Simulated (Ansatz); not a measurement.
Write a Python script for Ansatz 0.2.0, Python API that makes a phonon calculation by linear response of O, space group Fd-3m. Use: LDA, PAW, cutoff 517 eV, 8×8×8 k-points, Fermi-Dirac smearing of 0.05 eV.

The script reads `POSCAR_o`:
```text
O
1.0
   0.00000000    2.17085644    2.17085644
   2.17085644    0.00000000    2.17085644
   2.17085644    2.17085644    0.00000000
O
2
Direct
   0.25000000    0.25000000    0.25000000
   0.00000000    0.00000000    0.00000000
```

`dfpt_o.py`
```python
# -*- coding: utf-8 -*-
"""Zone-centre and zone-boundary phonons of O by linear response."""

from dataclasses import dataclass
from pathlib import Path

import ansatz as az
from ase.io import read
import numpy as np


@dataclass(frozen=True)
class Options:
    filling: str = "fermi_dirac"
    smearing_width: float = 0.05
    xc: str = "lda"
    mesh: tuple[int, ...] = (8, 8, 8)


opts = Options()

atoms = read("POSCAR_o", format="vasp")
xtal = az.Crystal.from_ase(atoms)

base = (
    xtal.calculation()
    .occupations(opts.filling, width=opts.smearing_width)
    .basis(19 * az.Ha)
    .pseudopotentials("paw")
    .functional(opts.xc)
    .kpoints(*opts.mesh)
    .phonons("dfpt", points=[(0, 0, 0), (0.5, 0.5, 0.5), (0, 0, 0.5)])
)
out = base.run(threads=1, runs_dir="runs")
ph = out.phonons

for q in ph.qpoints:
    thz = np.asarray(q.omega_inv_cm) / 33.35641
    print("q = ({:.2f}, {:.2f}, {:.2f})".format(*q.q_frac), np.round(thz, 2) + 0.0, "THz")
```

Output of `python dfpt_o.py`:
```text
RunWarning: eigensolver did not converge (k=1): 1 band(s) unlocked after 20 sweeps at ethr=1.00e-12 eV (lowest unlocked band 9, counted from 0; max residual 9.02e-5 eV among the unlocked bands, 9.02e-5 eV over every band); it also stands for any lines of this [...]
q = (0.00, 0.00, 0.00) [-28.03 -28.03 -28.03   0.     0.     0.  ] THz
q = (0.50, 0.50, 0.50) [-25.54 -25.54  -7.44  -1.1   -1.1    9.71] THz
q = (0.00, 0.00, 0.50) [-25.54 -25.54  -7.44  -1.1   -1.1    9.71] THz
```
(Warnings from the package without file and line, shortened.)

What to keep in mind:
- The cell isn't relaxed first, so the values belong to this volume.
- For a metal this k-point mesh is coarse: on a finer one energies can move by several to tens of meV an atom and pressures by half a GPa or more, differences at one mesh by less.
- A negative frequency stands for an imaginary mode.
- No spin polarisation was allowed.
- This isn't the structure that O takes at ambient conditions.
- The structure is taken as given; imaginary modes can come from an unrelaxed or unstable start.
- Hardware and time: 9 s on 1 thread of Arm Neoverse V2 (shared host), peak memory 0.49 GiB.

(A comment or docstring line of the script was reworded after the run, the code is as it ran; lines on the test bed's own set-up are left out of the output.)
